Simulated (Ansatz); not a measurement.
# CH6Si2: the cost of one run

Computed with Ansatz 0.2.0, Gaussian basis. Level: PBE0-D4/def2-TZVP structures, single points in def2-TZVPP, no counterpoise correction.

Levels: SPW92, PBE-D4, BLYP-D4, r2SCAN-D4, B97M-V, PBE0-D4, B3LYP-D4, r2SCAN0-D4, BHLYP-D4, CAM-B3LYP-D4, wB97X-V, wB97M-V, B2PLYP, PBE-QIDH, RPA on PBE, Hartree-Fock, MP2, CCSD, CCSD(T).

Cores are frozen in the correlated methods. B3LYP uses VWN-RPA correlation. B2PLYP carries no dispersion term here.

56 further runs of the same task are left out: 56 set aside as unsound or not needed. Runs told in other sessions of the task aren't counted.

### 1 Where the work starts

The complex: 12 atoms, charge 0, spin multiplicity 1.

Atoms are counted from 1 here; the program's logs count them from 0.

Bond lengths: Si1–C3 1.709 Å, Si1–H5 1.485 Å, Si1–Si6 2.323 Å, O2–H4 0.967 Å, O2–H7 0.963 Å, C3–H8 1.085 Å, C3–H9 1.084 Å, Si6–H10 1.486 Å, Si6–H11 1.487 Å, Si6–H12 1.488 Å. Angles: C3–Si1–H5 119.6°, C3–Si1–Si6 122.2°, H5–Si1–Si6 117.5°, H4–O2–H7 105.9°, Si1–C3–H8 122.8°, Si1–C3–H9 121.7°, H8–C3–H9 115.5°, Si1–Si6–H10 110.8°, Si1–Si6–H11 108.7°, Si1–Si6–H12 110.5°, H10–Si6–H11 109.6°, H10–Si6–H12 108.4°, H11–Si6–H12 108.8°.

Geometry (Å):

```xyz
12
charge 0, multiplicity 1
Si   -0.25883    0.17097   -0.75081
O     0.24342    1.56930    1.32093
C     1.28124    0.10000   -1.48916
H     1.12631    1.55824    0.92739
H    -1.21826    1.22876   -1.15807
Si   -1.05240   -1.52717    0.62165
H    -0.06182    2.48001    1.25664
H     1.62184    0.83648   -2.20892
H     1.97891   -0.70219   -1.27619
H    -1.85332   -0.96922    1.74231
H     0.10734   -2.28229    1.16491
H    -1.91442   -2.46299   -0.15049
```

Its parts: CH6Si2 holds atoms 1, 3, 5, 6, 8, 9, 10, 11, 12; H2O holds atoms 2, 4, 7. Each part counts its atoms afresh in its own runs.

### 2 Relaxing CH6Si2 alone

File relax-a/in.yaml:

```yaml
crystal:
  periodic: [false, false, false]
  atoms:
    - {symbol: Si, position_ang: [-0.258830, 0.170972, -0.750806]}
    - {symbol: C, position_ang: [1.281239, 0.100001, -1.489155]}
    - {symbol: H, position_ang: [-1.218259, 1.228760, -1.158067]}
    - {symbol: Si, position_ang: [-1.052399, -1.527169, 0.621651]}
    - {symbol: H, position_ang: [1.621837, 0.836478, -2.208925]}
    - {symbol: H, position_ang: [1.978906, -0.702191, -1.276192]}
    - {symbol: H, position_ang: [-1.853315, -0.969224, 1.742311]}
    - {symbol: H, position_ang: [0.107336, -2.282290, 1.164909]}
    - {symbol: H, position_ang: [-1.914423, -2.462993, -0.150485]}
basis:
  gaussian: {orbitals: def2-TZVP}
hamiltonian: {xc: pbe0, dispersion: d4}
relax: {f_tol: 0.005, max_steps: 200}
```

Run with:

```sh
ansatz run in.yaml --threads 4 --pin off --events-out ev --progress --plain --max-ram 9574MiB
```

**Question.** How long does this run take on 4 threads of Arm Neoverse V2, shared host?

About 17 s.
